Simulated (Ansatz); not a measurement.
This geometry of a periodic cell of 39 atoms, Al16NO22 (host Al2O3, host structure R-3c, dopant N, one O atom removed), cell charge +1 is a first-order saddle point.

Method: DFT PBE-D3(BJ), scalar-relativistic, plane waves, PAW in Ansatz 0.2.0. Settings: PAW set soft_1, cutoff 420 eV, k mesh 2x2x2, gaussian smearing 0.05 eV, no spin polarisation.

```xyz
39
Lattice="-4.8050 -2.7742 4.3721 4.8050 -2.7742 4.3721 0.0000 5.5484 4.3721" Properties=species:S:1:pos:R:3
Al 0.020 0.030 1.952
Al -0.037 0.007 4.605
Al -0.039 0.011 8.358
Al -0.030 0.041 11.303
O 0.925 1.403 7.710
O -0.822 1.504 5.472
O 0.778 -1.493 7.478
O -1.708 0.068 7.678
O 1.686 -0.069 5.438
O -0.897 -1.416 5.417
Al 0.040 -2.760 6.259
Al 0.152 -2.690 8.977
Al -0.003 2.740 4.157
Al -0.083 2.799 6.812
O -3.878 1.379 7.824
N 0.326 -0.976 9.850
O 0.732 1.275 3.289
O 3.114 0.173 7.654
O -3.045 -0.263 5.450
O 3.914 -1.326 5.452
Al -2.588 1.270 6.345
Al -2.415 1.369 9.047
Al 2.412 -1.283 4.113
Al 2.449 -1.396 6.766
O -1.405 -2.709 7.713
O -3.121 -2.700 5.510
O 3.110 2.713 7.593
O 0.732 -1.272 3.276
O -0.748 1.337 9.828
O 1.447 2.732 5.510
Al 2.244 1.374 6.378
Al 2.526 1.565 8.897
Al -2.365 -1.422 4.117
Al -2.383 -1.441 6.792
O -1.461 0.007 3.259
O 1.721 -2.655 5.416
O -1.759 2.644 7.567
O 0.799 -4.052 7.597
O -0.770 4.060 5.478
```

Which two structures does it join? (They come from a converged band through this point; their orientation in space is the band's.)

Contacts lost: Al12–N16, N16–Al31. Contacts made: N16–Al21, N16–Al32. The atom that moves furthest is N16, by 2.13 Å.

Initial state:

```xyz
39
Lattice="-4.8050 -2.7742 4.3721 4.8050 -2.7742 4.3721 0.0000 5.5484 4.3721" Properties=species:S:1:pos:R:3
Al -0.036 -0.004 1.941
Al -0.027 -0.009 4.604
Al -0.124 -0.056 8.417
Al -0.110 -0.010 11.256
O 0.921 1.327 7.737
O -0.773 1.481 5.488
O 0.769 -1.500 7.615
O -1.736 0.037 7.661
O 1.666 -0.097 5.447
O -0.936 -1.404 5.442
Al 0.018 -2.772 6.296
Al 0.024 -2.742 9.017
Al -0.006 2.763 4.127
Al 0.010 2.748 6.825
O -3.847 1.403 7.672
N -0.548 -1.189 9.856
O 0.716 1.268 3.279
O 3.107 0.132 7.700
O -3.107 -0.137 5.442
O 3.873 -1.379 5.456
Al -2.341 1.201 6.435
Al -2.422 1.394 9.060
Al 2.382 -1.306 4.133
Al 2.411 -1.380 6.799
O -1.452 -2.773 7.642
O -3.162 -2.667 5.467
O 3.070 2.751 7.627
O 0.716 -1.277 3.270
O -0.718 1.318 9.812
O 1.438 2.759 5.483
Al 2.492 1.386 6.182
Al 2.481 1.566 8.838
Al -2.398 -1.397 4.091
Al -2.429 -1.469 6.776
O -1.478 -0.001 3.266
O 1.678 -2.664 5.450
O -1.706 2.635 7.578
O 0.771 -4.100 7.572
O -0.779 4.049 5.435
```

Final state:

```xyz
39
Lattice="-4.8050 -2.7742 4.3721 4.8050 -2.7742 4.3721 0.0000 5.5484 4.3721" Properties=species:S:1:pos:R:3
Al 0.017 0.017 1.947
Al 0.018 0.028 4.609
Al 0.060 0.089 8.411
Al 0.106 0.078 11.250
O 0.883 1.489 7.668
O -0.746 1.504 5.466
O 0.704 -1.517 7.622
O -1.644 0.056 7.723
O 1.684 -0.077 5.487
O -0.919 -1.370 5.456
Al 0.000 -2.755 6.235
Al 0.126 -2.921 8.860
Al -0.015 2.769 4.123
Al -0.064 2.831 6.790
O -3.895 1.357 7.680
N 1.300 -0.122 9.810
O 0.736 1.278 3.285
O 3.133 0.148 7.595
O -3.137 -0.152 5.481
O 3.905 -1.365 5.435
Al -2.447 1.382 6.277
Al -2.418 1.371 8.999
Al 2.416 -1.410 4.098
Al 2.411 -1.389 6.796
O -1.434 -2.755 7.717
O -3.125 -2.667 5.480
O 3.191 2.639 7.558
O 0.744 -1.260 3.281
O -0.787 1.280 9.856
O 1.464 2.761 5.473
Al 2.204 1.408 6.457
Al 2.355 1.308 9.112
Al -2.322 -1.406 4.147
Al -2.400 -1.397 6.832
O -1.460 0.012 3.271
O 1.693 -2.641 5.439
O -1.682 2.644 7.653
O 0.832 -4.027 7.633
O -0.753 4.056 5.476
```

How far does it lie above each of them?

0.92 eV above the first and 0.92 eV above the second. This is the barrier of this one path; another mechanism may lie lower. Limits of this set-up: charged cell in a uniform background, uncorrected.

The run took 13 min on 2 threads of Intel(R) Xeon(R) Platinum 8488C (Sapphire Rapids), with other jobs on the host, peak memory 2 GiB.
